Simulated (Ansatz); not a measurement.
Relaxation of a periodic cell of 13 atoms, LiMg$_{12}$ (host Mg, host structure hcp, interstitial Li), to a largest force component of 0.03 eV/Å in at most 60 steps.

Level of theory: DFT PBE-D3(BJ), scalar-relativistic, plane waves, PAW (Ansatz 0.2.0). Settings: cutoff 420 eV, k mesh 4x3x4, gaussian smearing 0.15 eV, no spin polarisation.

```xyz
13
Lattice="6.4200 0.0000 0.0000 -4.8150 8.3398 0.0000 0.0000 0.0000 5.2130" Properties=species:S:1:pos:R:3:forces:R:3
Mg 0.000 0.000 0.000 0.01 0.04 0.02
Mg 0.000 1.853 2.607 -0.01 -1.12 -0.78
Mg -1.605 2.780 0.000 -1.08 -0.64 0.82
Mg -1.605 4.633 2.607 -0.92 0.57 -0.73
Mg -3.210 5.560 0.000 0.00 -0.02 -0.01
Mg -3.210 7.413 2.607 0.00 -0.01 -0.03
Mg 3.210 0.000 0.000 0.00 0.01 0.03
Mg 3.210 1.853 2.607 0.00 0.01 0.02
Mg 1.605 2.780 0.000 1.07 -0.65 0.80
Mg 1.605 4.633 2.607 0.91 0.56 -0.73
Mg 0.000 5.560 0.000 0.01 1.22 0.80
Mg 0.000 7.413 2.607 -0.01 -0.03 -0.02
Li -0.002 3.697 3.941 0.01 0.06 -0.19
```

Q: Where does it end, and by what steps?

A: It converged. The force dipped under the threshold on the way, but the program's further checks kept it going. Limits of this set-up: coarse k mesh, a small cell, in which the defect meets its images, a typed lattice constant that wasn't relaxed here. After 9 steps the energy has fallen by 1.172 eV; Mg3 moved furthest, 0.85 Å. Parted: Mg3–Mg11 (3.21 → 4.35 Å). Joined: Mg5–Li13 (3.92 → 2.89 Å), Mg8–Li13 (3.93 → 3.18 Å).

| step | energy less start (eV) | largest force component (eV/Å) | accepted |
| --- | --- | --- | --- |
| 0 | 0.0000 | 1.216 | yes |
| 1 | -0.8702 | 0.372 | yes |
| 2 | -1.0104 | 0.160 | yes |
| 3 | -1.0256 | 0.119 | yes |
| 4 | -1.0500 | 0.105 | yes |
| 5 | -1.0785 | 0.172 | yes |
| 6 | -1.1286 | 0.135 | yes |
| 7 | -1.1580 | 0.081 | yes |
| 8 | -1.1716 | 0.013 | yes |
| 9 | -1.1716 | 0.013 | yes |

```xyz
13
Lattice="6.4200 0.0000 0.0000 -4.8150 8.3398 0.0000 0.0000 0.0000 5.2130" Properties=species:S:1:pos:R:3
Mg 0.130 0.102 -0.089
Mg 0.208 1.788 2.629
Mg -1.855 2.220 0.587
Mg -1.528 4.901 2.013
Mg -3.042 5.353 -0.387
Mg -3.253 7.395 2.494
Mg 3.147 -0.258 -0.031
Mg 3.277 1.995 3.071
Mg 1.606 2.794 0.160
Mg 1.614 4.665 2.505
Mg 0.406 5.878 -0.084
Mg 0.015 7.597 2.537
Li -0.727 3.744 4.177
```

Whether the end is a true minimum wasn't checked by a vibrational analysis.

Run time: 30 s on 4 threads of AMD EPYC 9R45 96-Core Processor (Zen 5), on a shared host, peak memory 1.1 GiB.
